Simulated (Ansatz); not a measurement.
# C2H8OSi2: geometry optimisation in Python

What geometry does C2H8OSi2 take? The task is a geometry optimisation, for C2H8OSi2.

Computed with Ansatz 0.2.0, driven from Python. Level of theory: r2SCAN/def2-SVP.

**1. Starting point**

Bond lengths: C1–C2 1.479 Å, C2–O3 1.242 Å, C2–Si4 1.950 Å, Si4–Si5 2.285 Å, C1–H6 1.129 Å, C1–H7 1.045 Å, C1–H8 1.115 Å, Si4–H9 1.542 Å, Si4–H10 1.444 Å, Si5–H11 1.447 Å, Si5–H12 1.477 Å, Si5–H13 1.441 Å. Angles (14 of 21 angles, heavy atoms first): C1–C2–O3 124.6°, C1–C2–Si4 117.6°, O3–C2–Si4 117.7°, C2–Si4–Si5 105.1°, C2–C1–H6 109.6°, C2–C1–H7 113.7°, C2–C1–H8 106.0°, C2–Si4–H9 106.6°, C2–Si4–H10 111.8°, Si5–Si4–H9 111.3°, Si5–Si4–H10 114.9°, Si4–Si5–H11 112.4°, Si4–Si5–H12 110.9°, Si4–Si5–H13 107.0°.

No structure file is read: the coordinates are typed or built in the script.

**2. The script**

opt.py reads:

```python
"""Geometry optimisation of C2H8OSi2."""

import itertools

import ansatz
from ase.data import atomic_numbers, covalent_radii
import numpy as np

GEOMETRY = """
C    -2.03810    0.29240    0.53180
C    -0.96680    0.66460   -0.41760
O    -1.14690    0.92510   -1.61850
Si    0.86310    0.70610    0.25460
Si    1.84070   -1.19200   -0.55950
H    -2.13750    1.09170    1.32340
H    -1.92460   -0.66290    0.93910
H    -2.99430    0.37590   -0.03570
H     0.76940    0.67110    1.79320
H     1.53560    1.93460   -0.09580
H     1.98040   -1.16640   -2.00000
H     1.09090   -2.39310   -0.13860
H     3.14850   -1.28180    0.03850
"""


def main() -> None:
    mol = ansatz.Crystal.molecule()
    for line in GEOMETRY.strip().splitlines():
        symbol, *xyz = line.split()
        mol = mol.atom(symbol, [float(v) for v in xyz])

    job = (
        mol.calculation()
        .basis(gaussian="def2-SVP")
        .functional("r2scan")
    )
    symbols = [site.symbol for site in mol.cartesian_sites]
    start = np.array([site.position_ang for site in mol.cartesian_sites], dtype=float)
    def progress(event):
        if event["event"] == "relax_step":
            row = event["data"]
            print(f"step {row['step']:3d}  E = {row['lagrangian_ev']:.6f} eV  largest force component {row['allowed_force_max_ev_ang']:.4f} eV/A")


    summary = job.relax(force_tolerance=0.02).session().plan().execute(on_event=progress).report
    end = np.array(summary["positions_ang"])

    for key in ("converged", "free_energy_ev", "reference_energy_ev", "n_frozen", "n_occupied", "n_virtual"):
        print(f"{key:22s} {summary[key]}")

    # pairs closer than 1.2 times the sum of covalent radii, before or after
    radius = [covalent_radii[atomic_numbers[s]] for s in symbols]
    span = lambda where, i, j: np.linalg.norm(where[i] - where[j])
    bonded = [(i, j) for i, j in itertools.combinations(range(len(symbols)), 2) if min(span(start, i, j), span(end, i, j)) < 1.2 * (radius[i] + radius[j])]
    print("pair        before    after (A)")
    for i, j in bonded:
        print(f"{symbols[i]}{i}-{symbols[j]}{j}".ljust(10), f"{span(start, i, j):8.4f} {span(end, i, j):8.4f}")

    charges = summary["charge_distribution"]
    dipole = np.array(charges["dipole_moment_e_ang"]) * 4.803205
    print("dipole (D): {:.3f} {:.3f} {:.3f}, length {:.3f}".format(*dipole, np.linalg.norm(dipole)))
    print("atom  Mulliken   Lowdin")
    for symbol, m, l in zip(symbols, charges["mulliken_charges_e"], charges["lowdin_charges_e"]):
        print(f"{symbol:4s} {m:9.3f} {l:8.3f}")
    with open("c2h8osi2_opt.xyz", "w") as handle:
        handle.write(f"{len(symbols)}\nrelaxed C2H8OSi2\n")
        handle.writelines(f"{s:2s} {x:11.6f} {y:11.6f} {z:11.6f}\n" for s, (x, y, z) in zip(symbols, end))


if __name__ == "__main__":
    main()
```

**3. What the engine is handed**

The engine receives this input:

```yaml
crystal:
  periodic: [false, false, false]
  atoms:
    - { symbol: C, position_ang: [-2.0381, 0.2924, 0.5318] }
    - { symbol: C, position_ang: [-0.9668, 0.6646, -0.4176] }
    - { symbol: O, position_ang: [-1.1469, 0.9251, -1.6185] }
    - { symbol: Si, position_ang: [0.8631, 0.7061, 0.2546] }
    - { symbol: Si, position_ang: [1.8407, -1.192, -0.5595] }
    - { symbol: H, position_ang: [-2.1375, 1.0917, 1.3234] }
    - { symbol: H, position_ang: [-1.9246, -0.6629, 0.9391] }
    - { symbol: H, position_ang: [-2.9943, 0.3759, -0.0357] }
    - { symbol: H, position_ang: [0.7694, 0.6711, 1.7932] }
    - { symbol: H, position_ang: [1.5356, 1.9346, -0.0958] }
    - { symbol: H, position_ang: [1.9804, -1.1664, -2.0] }
    - { symbol: H, position_ang: [1.0909, -2.3931, -0.1386] }
    - { symbol: H, position_ang: [3.1485, -1.2818, 0.0385] }
basis:
  gaussian:
    orbitals: def2-SVP
hamiltonian:
  xc: r2scan
relax:
  f_tol: 0.02
```

**4. Running it**

On the command line:

```console
$ python opt.py
```

Standard output:

```text
step   1  E = -19993.774453 eV  largest force component 3.0139 eV/A
step   2  E = -19994.058161 eV  largest force component 0.8971 eV/A
step   3  E = -19994.084214 eV  largest force component 0.7632 eV/A
step   4  E = -19994.101181 eV  largest force component 0.3419 eV/A
step   5  E = -19994.107110 eV  largest force component 0.0660 eV/A
step   6  E = -19994.108491 eV  largest force component 0.0320 eV/A
step   7  E = -19994.108627 eV  largest force component 0.0220 eV/A
step   8  E = -19994.108848 eV  largest force component 0.0152 eV/A
converged              True
free_energy_ev         -19994.10885903188
reference_energy_ev    -19994.10885903188
n_frozen               0
n_occupied             [28, 28]
n_virtual              [90, 90]
pair        before    after (A)
C0-C1        1.4790   1.5084
C0-H5        1.1293   1.1036
C0-H6        1.0447   1.1037
C0-H7        1.1151   1.0997
C1-O2        1.2420   1.2148
C1-Si3       1.9499   1.9541
Si3-Si4      2.2850   2.3453
Si3-H8       1.5418   1.4989
Si3-H9       1.4437   1.4925
Si4-H10      1.4475   1.4933
Si4-H11      1.4772   1.4961
Si4-H12      1.4408   1.4952
dipole (D): -0.324 -0.518 2.181, length 2.265
atom  Mulliken   Lowdin
C       -0.020   -0.025
C       -0.121   -0.216
O       -0.221    0.061
Si       0.215    0.207
Si       0.179    0.216
H        0.070    0.030
H        0.065    0.029
H        0.063    0.016
H       -0.058   -0.072
H       -0.033   -0.054
H       -0.036   -0.058
H       -0.056   -0.067
H       -0.048   -0.066
```

It took 79 s on 1 thread of Arm Neoverse V1, shared host; peak memory 0.25 GiB.

It wrote c2h8osi2_opt.xyz:

```xyz
13
relaxed C2H8OSi2
C    -2.143950    0.362411    0.489507
C    -0.968154    0.691637   -0.396093
O    -1.087940    0.933297   -1.580538
Si    0.842652    0.683511    0.338354
Si    1.903395   -1.217140   -0.534957
H    -2.227122    1.113734    1.293553
H    -1.978359   -0.607711    0.989054
H    -3.071292    0.334747   -0.100930
H     0.856410    0.647693    1.836799
H     1.520467    1.926472   -0.133903
H     1.896158   -1.139851   -2.026251
H     1.163450   -2.445500   -0.108264
H     3.314686   -1.318000   -0.051433
```

**5. The run's own record**

The report of the run holds:

| item | value |
| --- | --- |
| SCF cycles in all | 89 |
| orbitals | 118 |
| total energy (eV) | -19994.10886 |

**6. Path of the relaxation**

The steps of the relaxation:

```
step  energy from step 1 (eV)  largest force component (eV/Å)
   1                   0.0000                          3.0139
   2                  -0.2837                          0.8971
   3                  -0.3098                          0.7632
   4                  -0.3267                          0.3419
   5                  -0.3327                          0.0659
   6                  -0.3340                          0.0320
   7                  -0.3342                          0.0220
   8                  -0.3344                          0.0152
```

Step 1 is the start.

Before: Bond lengths: C1–C2 1.479 Å, C2–O3 1.242 Å, C2–Si4 1.950 Å, Si4–Si5 2.285 Å, C1–H6 1.129 Å, C1–H7 1.045 Å, C1–H8 1.115 Å, Si4–H9 1.542 Å, Si4–H10 1.444 Å, Si5–H11 1.447 Å, Si5–H12 1.477 Å, Si5–H13 1.441 Å. Angles (14 of 21 angles, heavy atoms first): C1–C2–O3 124.6°, C1–C2–Si4 117.6°, O3–C2–Si4 117.7°, C2–Si4–Si5 105.1°, C2–C1–H6 109.6°, C2–C1–H7 113.7°, C2–C1–H8 106.0°, C2–Si4–H9 106.6°, C2–Si4–H10 111.8°, Si5–Si4–H9 111.3°, Si5–Si4–H10 114.9°, Si4–Si5–H11 112.4°, Si4–Si5–H12 110.9°, Si4–Si5–H13 107.0°.

After: Bond lengths: C1–C2 1.508 Å, C2–O3 1.215 Å, C2–Si4 1.954 Å, Si4–Si5 2.345 Å, C1–H6 1.104 Å, C1–H7 1.104 Å, C1–H8 1.100 Å, Si4–H9 1.499 Å, Si4–H10 1.492 Å, Si5–H11 1.493 Å, Si5–H12 1.496 Å, Si5–H13 1.495 Å. Angles (14 of 21 angles, heavy atoms first): C1–C2–O3 122.6°, C1–C2–Si4 120.1°, O3–C2–Si4 117.3°, C2–Si4–Si5 106.4°, C2–C1–H6 109.8°, C2–C1–H7 109.9°, C2–C1–H8 110.3°, C2–Si4–H9 112.6°, C2–Si4–H10 107.4°, Si5–Si4–H9 110.4°, Si5–Si4–H10 110.6°, Si4–Si5–H11 109.1°, Si4–Si5–H12 109.6°, Si4–Si5–H13 111.2°.

**7. Outcome**

| quantity | value |
| --- | --- |
| total energy | -19994.1089 eV |
| dipole moment | 2.26 D |
| moves of the relaxation | 7 |
| energy gained | 0.334 eV |
| last largest force component | 0.0152 eV/Å |

In words: After 7 moves the largest shift is 0.192 Å, of atom 13 (H). Caveats:
- The end point is the stationary point reached from this start; no frequency run checks that it is a minimum, and the basis set is modest.
- The Löwdin charges here are taken after orthogonalising the functions within each atom; they differ from plain Löwdin charges, and their signs can be unphysical.
